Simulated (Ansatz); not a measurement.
# C₂H₂CuF: geometry at several levels

The task, for C₂H₂CuF: geometry at several levels.

Method: the levels named in each step, in Ansatz 0.2.0.

### 1 The starting structure

Bond lengths: C1–C2 1.229 Å, C1–Cu4 2.007 Å, C2–Cu4 1.947 Å, F3–Cu4 1.700 Å, C1–H5 1.058 Å, C2–H6 1.062 Å. Angles: C1–C2–Cu4 74.5°, C1–C2–H6 160.6°, Cu4–C2–H6 124.9°, C2–C1–Cu4 69.3°, C2–C1–H5 165.9°, Cu4–C1–H5 124.8°, C1–Cu4–C2 36.2°, C1–Cu4–F3 150.1°, C2–Cu4–F3 173.7°.

As a file:

```xyz
6

C    -0.6000    1.7292   -0.0028
C    -1.0727    1.1089   -0.9529
F     0.9827   -1.4089    0.6898
Cu    0.0536   -0.1683   -0.0080
H    -0.3356    2.4566    0.7182
H    -1.6331    0.8926   -1.8281
```

### 2 A rough first relaxation, PBE-D4/def2-SVP

This run stands in another session on the same molecule. It ended at:

```xyz
6

C    -0.5932    1.7411    0.0155
C    -1.0700    1.0966   -0.9535
F     0.9661   -1.5232    0.6096
Cu    0.0925   -0.0956    0.0845
H    -0.3688    2.5486    0.7132
H    -1.6318    0.8426   -1.8530
```

### 3 Relaxation, HF/STO-3G

Input file input.yaml:

```yaml
crystal:
  periodic: [false, false, false]
  atoms:
    - { symbol: C, position_ang: [-0.59317292, 1.74106373, 0.01551135] }
    - { symbol: C, position_ang: [-1.07000703, 1.09658631, -0.95354909] }
    - { symbol: F, position_ang: [0.96607696, -1.52318456, 0.6096033] }
    - { symbol: Cu, position_ang: [0.09254721, -0.09564167, 0.0844811] }
    - { symbol: H, position_ang: [-0.36876736, 2.54856302, 0.71321134] }
    - { symbol: H, position_ang: [-1.63175687, 0.84260317, -1.85303799] }
basis:
  gaussian: { orbitals: STO-3G }
hamiltonian:
  xc: hf
relax:
  f_tol: 0.002
  max_steps: 150
```

Command:

```
> ansatz run input.yaml --threads 2 --pin off --max-ram 5120MiB --backend cpu --events-out ev --progress --plain --runs-dir out
```

The log of the run, shortened:

```text
Warning: RAYON_NUM_THREADS=2 ignored (pool sized by the plan → 2); use --threads N
[...]
Functional definition: HF
[...]
418 factors; integrals over basis functions are off by at most 3.2e-4 eV
[...]
mean field -48822.00277592 eV, -1794.1755092729 hartree, gradient 8.1e-6 eV, S^2 0.000000; 3 other end points of the search recorded, 0 dependent functions left out
[...]
reference -48822.00277592 eV, -1794.1755092729 hartree; 26, 26 occupied and 9, 9 virtual orbitals, 418 factors
relax step   1: F+E_penalty+E_count = -48822.00277592 eV  Δ(F+E_penalty+E_count) = +0.000e0 eV  max|allowed force component| = 6.542e0 eV/Å  Δτ_max = 0.0000 Å  (481 SCF iters, accepted)
[...]
relax step   3: F+E_penalty+E_count = -48823.93034282 eV  Δ(F+E_penalty+E_count) = -2.579e-1 eV  max|allowed force component| = 3.606e0 eV/Å  Δτ_max = 0.0462 Å  (129 SCF iters, accepted)
[...]
relax step   5: F+E_penalty+E_count = -48824.84012709 eV  Δ(F+E_penalty+E_count) = -7.545e-1 eV  max|allowed force component| = 6.093e-1 eV/Å  Δτ_max = 0.1033 Å  (83 SCF iters, accepted)
[...]
relax step   7: F+E_penalty+E_count = -48824.85782881 eV  Δ(F+E_penalty+E_count) = -1.247e-3 eV  max|allowed force component| = 5.894e-2 eV/Å  Δτ_max = 0.0049 Å  (101 SCF iters, accepted)
[...]
relax step   9: F+E_penalty+E_count = -48824.85833943 eV  Δ(F+E_penalty+E_count) = -1.740e-6 eV  max|allowed force component| = 7.389e-3 eV/Å  Δτ_max = 0.0012 Å  (67 SCF iters, accepted)
[...]
relax step  10: F+E_penalty+E_count = -48824.85834118 eV  Δ(F+E_penalty+E_count) = -1.747e-6 eV  max|allowed force component| = 1.396e-4 eV/Å  Δτ_max = 0.0007 Å  (66 SCF iters, accepted)
419 factors; integrals over basis functions are off by at most 3.0e-4 eV
[...]
mean field -48824.85834118 eV, -1794.2804493606 hartree, gradient 3.9e-6 eV, S^2 0.000000; 5 other end points of the search recorded, 0 dependent functions left out
[...]
reference -48824.85834118 eV, -1794.2804493606 hartree; 26, 26 occupied and 9, 9 virtual orbitals, 419 factors
Total energy: -48824.85834118 eV, -1794.2804493606 hartree
Atom 0 at    -0.441764     1.549299     0.132682 Å, force    -0.000062    -0.000110    -0.000005 eV/Å
Atom 1 at    -0.955095     0.854013    -0.911342 Å, force     0.000075    -0.000069     0.000020 eV/Å
Atom 2 at     0.959015    -1.516167     0.606101 Å, force    -0.000032     0.000009    -0.000046 eV/Å
Atom 3 at     0.075613    -0.067805     0.075437 Å, force    -0.000004     0.000139     0.000045 eV/Å
Atom 4 at    -0.613277     2.583613     0.390174 Å, force     0.000021    -0.000014    -0.000055 eV/Å
Atom 5 at    -1.629571     1.207037    -1.676832 Å, force     0.000002     0.000045     0.000042 eV/Å
Dipole moment:    -0.156467     0.256545    -0.093984 e Å
```

Run time: 6.7 s. Hardware: 2 threads of Arm Neoverse V1, shared host; peak memory 0.1 GiB.

Step by step:

| step | E - E(step 1) (eV) | largest force component (eV/Å) |
| --- | --- | --- |
| 1 | 0.0000 | 6.5417 |
| 2 | -1.6697 | 3.9915 |
| 3 | -1.9276 | 3.6058 |
| 4 | -2.0828 | 7.3005 |
| 5 | -2.8374 | 0.6093 |
| 6 | -2.8538 | 0.2066 |
| 7 | -2.8551 | 0.0589 |
| 8 | -2.8556 | 0.0044 |
| 9 | -2.8556 | 0.0074 |
| 10 | -2.8556 | 0.0001 |

Step 1 is the start.

From step 3 to 4 the energy changes by -0.16 eV where the forces at both ends account for +0.38 eV, so the electrons probably changed state on the way.

Before: Bond lengths: C1–C2 1.258 Å, C1–Cu4 1.962 Å, C2–Cu4 1.962 Å, F3–Cu4 1.754 Å, C1–H5 1.091 Å, C2–H6 1.090 Å. Angles: C1–C2–Cu4 71.3°, C1–C2–H6 161.8°, Cu4–C2–H6 126.9°, C2–C1–Cu4 71.3°, C2–C1–H5 161.9°, Cu4–C1–H5 126.8°, C1–Cu4–C2 37.4°, C1–Cu4–F3 161.2°, C2–Cu4–F3 161.4°.

After: Bond lengths: C1–C2 1.355 Å, C1–Cu4 1.699 Å, C2–Cu4 1.699 Å, F3–Cu4 1.778 Å, C1–H5 1.080 Å, C2–H6 1.080 Å. Angles: C1–C2–Cu4 66.5°, C1–C2–H6 128.0°, Cu4–C2–H6 165.6°, C2–C1–Cu4 66.5°, C2–C1–H5 128.0°, Cu4–C1–H5 165.6°, C1–Cu4–C2 47.0°, C1–Cu4–F3 156.5°, C2–Cu4–F3 156.5°.

### 4 Relaxation, HF/def2-SVP

Edit input.yaml of step 3 so:

```diff
@@ -10,3 +10,3 @@
 basis:
-  gaussian: { orbitals: STO-3G }
+  gaussian: { orbitals: def2-SVP }
 hamiltonian:
```

Command:

```
> ansatz run input.yaml --threads 2 --pin off --max-ram 5120MiB --backend cpu --events-out ev --progress --plain --runs-dir out
```

The log of the run, shortened:

```text
Warning: RAYON_NUM_THREADS=2 ignored (pool sized by the plan → 2); use --threads N
[...]
Functional definition: HF
[...]
956 factors; integrals over basis functions are off by at most 3.2e-4 eV
[...]
mean field -49383.82243916 eV, -1814.8220010820 hartree, gradient 5.2e-5 eV, S^2 0.000000; 0 other end points of the search recorded, 0 dependent functions left out
[...]
reference -49383.82243916 eV, -1814.8220010820 hartree; 26, 26 occupied and 57, 57 virtual orbitals, 956 factors
relax step   1: F+E_penalty+E_count = -49383.82243916 eV  Δ(F+E_penalty+E_count) = +0.000e0 eV  max|allowed force component| = 3.384e0 eV/Å  Δτ_max = 0.0000 Å  (55 SCF iters, accepted)
[...]
relax step   6: F+E_penalty+E_count = -49384.33849716 eV  Δ(F+E_penalty+E_count) = -5.465e-4 eV  max|allowed force component| = 1.130e-2 eV/Å  Δτ_max = 0.0072 Å  (46 SCF iters, accepted)
[...]
956 factors; integrals over basis functions are off by at most 3.3e-4 eV
[...]
mean field -49384.33850809 eV, -1814.8409662653 hartree, gradient 1.1e-5 eV, S^2 0.000000; 1 other end points of the search recorded, 0 dependent functions left out
[...]
reference -49384.33850809 eV, -1814.8409662653 hartree; 26, 26 occupied and 57, 57 virtual orbitals, 956 factors
Total energy: -49384.33850809 eV, -1814.8409662653 hartree
Atom 0 at    -0.705098     1.891211    -0.067492 Å, force     0.000324     0.000074     0.000482 eV/Å
Atom 1 at    -1.158944     1.276470    -0.990477 Å, force    -0.000198    -0.000362    -0.000449 eV/Å
Atom 2 at     1.052814    -1.667493     0.660525 Å, force    -0.000134     0.000222    -0.000082 eV/Å
Atom 3 at     0.156275    -0.198892     0.123222 Å, force    -0.000041     0.000065    -0.000022 eV/Å
Atom 4 at    -0.344565     2.508335     0.727449 Å, force    -0.000083    -0.000094    -0.000159 eV/Å
Atom 5 at    -1.605562     0.800360    -1.837007 Å, force     0.000133     0.000096     0.000230 eV/Å
Dipole moment:    -0.801449     1.312843    -0.480311 e Å
```

Run time: 9 s. Hardware: 2 threads of Arm Neoverse V1, shared host; peak memory 0.16 GiB.

The steps of the relaxation:

```
step  energy from step 1 (eV)  largest force component (eV/Å)
   1                   0.0000                          3.3842
   2                  -0.2398                          1.0497
   3                  -0.4299                          0.7853
   4                  -0.4977                          0.6169
   5                  -0.5155                          0.1127
   6                  -0.5161                          0.0113
   7                  -0.5161                          0.0005
```

Step 1 is the start.

Before: Bond lengths: C1–C2 1.258 Å, C1–Cu4 1.962 Å, C2–Cu4 1.962 Å, F3–Cu4 1.754 Å, C1–H5 1.091 Å, C2–H6 1.090 Å. Angles: C1–C2–Cu4 71.3°, C1–C2–H6 161.8°, Cu4–C2–H6 126.9°, C2–C1–Cu4 71.3°, C2–C1–H5 161.9°, Cu4–C1–H5 126.8°, C1–Cu4–C2 37.4°, C1–Cu4–F3 161.2°, C2–Cu4–F3 161.4°.

After: Bond lengths: C1–C2 1.198 Å, C1–Cu4 2.269 Å, C2–Cu4 2.269 Å, F3–Cu4 1.803 Å, C1–H5 1.069 Å, C2–H6 1.069 Å. Angles: C1–C2–Cu4 74.7°, C1–C2–H6 175.4°, Cu4–C2–H6 110.0°, C2–C1–Cu4 74.7°, C2–C1–H5 175.4°, Cu4–C1–H5 110.0°, C1–Cu4–C2 30.6°, C1–Cu4–F3 164.7°, C2–Cu4–F3 164.7°.

### 5 Relaxation, LDA/def2-SVP

Edit input.yaml of step 4 so:

```diff
@@ -12,3 +12,3 @@
 hamiltonian:
-  xc: hf
+  xc: lda
 relax:
```

Command:

```
> ansatz run input.yaml --threads 2 --pin off --max-ram 5120MiB --backend cpu --events-out ev --progress --plain --runs-dir out
```

The log of the run, shortened:

```text
Warning: RAYON_NUM_THREADS=2 ignored (pool sized by the plan → 2); use --threads N
[...]
Functional definition: SPW92
[...]
964 factors; their error is unknown
[...]
mean field -49340.87685214 eV, -1813.2437798688 hartree, gradient 6.9e-6 eV, S^2 0.000000; 0 other end points of the search recorded, 0 dependent functions left out
[...]
reference -49340.87691152 eV, -1813.2437820509 hartree; 26, 26 occupied and 57, 57 virtual orbitals, 964 factors
relax step   1: F+E_penalty+E_count = -49340.87685214 eV  Δ(F+E_penalty+E_count) = +0.000e0 eV  max|allowed force component| = 7.354e-1 eV/Å  Δτ_max = 0.0000 Å  (28 SCF iters, accepted)
[...]
relax step   6: F+E_penalty+E_count = -49340.91710282 eV  Δ(F+E_penalty+E_count) = -2.043e-5 eV  max|allowed force component| = 3.234e-3 eV/Å  Δτ_max = 0.0025 Å  (24 SCF iters, accepted)
[...]
relax step   7: F+E_penalty+E_count = -49340.91710389 eV  Δ(F+E_penalty+E_count) = -1.074e-6 eV  max|allowed force component| = 3.880e-5 eV/Å  Δτ_max = 0.0004 Å  (20 SCF iters, accepted)
964 factors; their error is unknown
[...]
mean field -49340.91710389 eV, -1813.2452590933 hartree, gradient 2.6e-5 eV, S^2 0.000000; 1 other end points of the search recorded, 0 dependent functions left out
[...]
reference -49340.91716341 eV, -1813.2452612806 hartree; 26, 26 occupied and 57, 57 virtual orbitals, 964 factors
Total energy: -49340.91716341 eV, -1813.2452612806 hartree
Atom 0 at    -0.582844     1.722573     0.020933 Å, force     0.000003    -0.000004     0.000012 eV/Å
Atom 1 at    -1.057850     1.079299    -0.945024 Å, force    -0.000018     0.000015    -0.000009 eV/Å
Atom 2 at     0.931871    -1.469465     0.587997 Å, force    -0.000010    -0.000013    -0.000021 eV/Å
Atom 3 at     0.078816    -0.072086     0.076764 Å, force    -0.000009     0.000039     0.000005 eV/Å
Atom 4 at    -0.355630     2.530566     0.722789 Å, force    -0.000005    -0.000012    -0.000020 eV/Å
Atom 5 at    -1.619444     0.819103    -1.847239 Å, force     0.000039    -0.000025     0.000034 eV/Å
Dipole moment:    -0.491104     0.804493    -0.294305 e Å
```

Wall time 7.8 s (2 threads of Arm Neoverse V1, shared host); peak memory 0.12 GiB.

Step by step:

```
step  energy from step 1 (eV)  largest force component (eV/Å)
   1                   0.0000                          0.7354
   2                  -0.0257                          0.4251
   3                  -0.0401                          0.0525
   4                  -0.0402                          0.0125
   5                  -0.0402                          0.0177
   6                  -0.0403                          0.0032
   7                  -0.0403                          0.0000
```

Step 1 is the start.

Before: Bond lengths: C1–C2 1.258 Å, C1–Cu4 1.962 Å, C2–Cu4 1.962 Å, F3–Cu4 1.754 Å, C1–H5 1.091 Å, C2–H6 1.090 Å. Angles: C1–C2–Cu4 71.3°, C1–C2–H6 161.8°, Cu4–C2–H6 126.9°, C2–C1–Cu4 71.3°, C2–C1–H5 161.9°, Cu4–C1–H5 126.8°, C1–Cu4–C2 37.4°, C1–Cu4–F3 161.2°, C2–Cu4–F3 161.4°.

After: Bond lengths: C1–C2 1.254 Å, C1–Cu4 1.914 Å, C2–Cu4 1.914 Å, F3–Cu4 1.715 Å, C1–H5 1.094 Å, C2–H6 1.094 Å. Angles: C1–C2–Cu4 70.9°, C1–C2–H6 162.1°, Cu4–C2–H6 127.0°, C2–C1–Cu4 70.9°, C2–C1–H5 162.1°, Cu4–C1–H5 127.0°, C1–Cu4–C2 38.3°, C1–Cu4–F3 160.9°, C2–Cu4–F3 160.9°.

### 6 Relaxation, PBE-D4/def2-SVP

Edit input.yaml of step 5 so:

```diff
@@ -12,3 +12,4 @@
 hamiltonian:
-  xc: lda
+  xc: pbe
+  dispersion: d4
 relax:
```

Command:

```
> ansatz run input.yaml --threads 2 --pin off --max-ram 5120MiB --backend cpu --events-out ev --progress --plain --runs-dir out
```

The log of the run, shortened:

```text
Warning: RAYON_NUM_THREADS=2 ignored (pool sized by the plan → 2); use --threads N
[...]
Functional definition: PBE
[...]
964 factors; their error is unknown
[...]
mean field -49440.98459933 eV, -1816.9226717225 hartree, gradient 5.6e-6 eV, S^2 0.000000; 0 other end points of the search recorded, 0 dependent functions left out
[...]
reference -49440.98466226 eV, -1816.9226740351 hartree; 26, 26 occupied and 57, 57 virtual orbitals, 964 factors
relax step   1: F+E_penalty+E_count = -49441.08613153 eV  Δ(F+E_penalty+E_count) = +0.000e0 eV  max|allowed force component| = 8.671e-3 eV/Å  Δτ_max = 0.0000 Å  (29 SCF iters, accepted)
[...]
relax step   3: F+E_penalty+E_count = -49441.08613789 eV  Δ(F+E_penalty+E_count) = -3.369e-6 eV  max|allowed force component| = 2.283e-3 eV/Å  Δτ_max = 0.0009 Å  (20 SCF iters, accepted)
[...]
relax step   4: F+E_penalty+E_count = -49441.08613852 eV  Δ(F+E_penalty+E_count) = -6.323e-7 eV  max|allowed force component| = 1.460e-3 eV/Å  Δτ_max = 0.0005 Å  (19 SCF iters, accepted)
964 factors; their error is unknown
mean field -49440.98461406 eV, -1816.9226722637 hartree, gradient 4.1e-5 eV, S^2 0.000000; 1 other end points of the search recorded, 0 dependent functions left out
[...]
reference -49440.98467699 eV, -1816.9226745762 hartree; 26, 26 occupied and 57, 57 virtual orbitals, 964 factors
Total energy: -49441.08620144 eV, -1816.9264055312 hartree
Atom 0 at    -0.593417     1.741968     0.015545 Å, force    -0.000590    -0.001008    -0.001114 eV/Å
Atom 1 at    -1.069905     1.096859    -0.953345 Å, force     0.000298     0.000847     0.001012 eV/Å
Atom 2 at     0.965524    -1.524115     0.608416 Å, force     0.000194    -0.000594    -0.000026 eV/Å
Atom 3 at     0.092960    -0.095488     0.085101 Å, force    -0.000572     0.001460    -0.000132 eV/Å
Atom 4 at    -0.369084     2.549539     0.713305 Å, force     0.000010    -0.000607    -0.000440 eV/Å
Atom 5 at    -1.631158     0.841226    -1.852803 Å, force     0.000659    -0.000098     0.000700 eV/Å
Dipole moment:    -0.506593     0.829582    -0.303709 e Å
```

Run time: 6.8 s. Hardware: 2 threads of Arm Neoverse V1, shared host; peak memory 0.12 GiB.

Step by step:

| step | energy from step 1 (eV) | largest force component (eV/Å) |
| --- | --- | --- |
| 1 | 0.0000 | 0.0087 |
| 2 | 0.0000 | 0.0057 |
| 3 | 0.0000 | 0.0023 |
| 4 | 0.0000 | 0.0015 |

Step 1 is the start.

Before: Bond lengths: C1–C2 1.258 Å, C1–Cu4 1.962 Å, C2–Cu4 1.962 Å, F3–Cu4 1.754 Å, C1–H5 1.091 Å, C2–H6 1.090 Å. Angles: C1–C2–Cu4 71.3°, C1–C2–H6 161.8°, Cu4–C2–H6 126.9°, C2–C1–Cu4 71.3°, C2–C1–H5 161.9°, Cu4–C1–H5 126.8°, C1–Cu4–C2 37.4°, C1–Cu4–F3 161.2°, C2–Cu4–F3 161.4°.

After: Bond lengths: C1–C2 1.258 Å, C1–Cu4 1.963 Å, C2–Cu4 1.963 Å, F3–Cu4 1.754 Å, C1–H5 1.091 Å, C2–H6 1.091 Å. Angles: C1–C2–Cu4 71.3°, C1–C2–H6 161.9°, Cu4–C2–H6 126.8°, C2–C1–Cu4 71.3°, C2–C1–H5 161.9°, Cu4–C1–H5 126.8°, C1–Cu4–C2 37.4°, C1–Cu4–F3 161.3°, C2–Cu4–F3 161.3°.

### 7 The levels compared

| level | C1–C2 (Å) | C1–Cu4 (Å) | C2–Cu4 (Å) | rotational constants (MHz) | dipole (D) | CPU time |
| --- | --- | --- | --- | --- | --- | --- |
| HF/STO-3G | 1.3553 | 1.6988 | 1.6988 | 34497, 3908.5, 3510.7 | 1.51 | 12 s |
| HF/def2-SVP | 1.1982 | 2.2687 | 2.2687 | 35590, 2773.3, 2572.8 | 7.74 | 16 s |
| LDA/def2-SVP | 1.2540 | 1.9136 | 1.9136 | 33593, 3572.1, 3228.7 | 4.74 | 15 s |
| PBE-D4/def2-SVP | 1.2578 | 1.9627 | 1.9627 | 33506, 3395.2, 3082.8 | 4.89 | 13 s |

Constants are for the commonest isotopes at the equilibrium geometry; times are CPU times of the relaxations.

### 8 What came out

| quantity | value |
| --- | --- |
| C1–C2 at PBE-D4/def2-SVP | 1.258 Å |
| C1–Cu4 at PBE-D4/def2-SVP | 1.963 Å |
| C2–Cu4 at PBE-D4/def2-SVP | 1.963 Å |

**Reading.** The C–C distance spreads over 0.157 Å, from HF/def2-SVP (shortest) to HF/STO-3G.
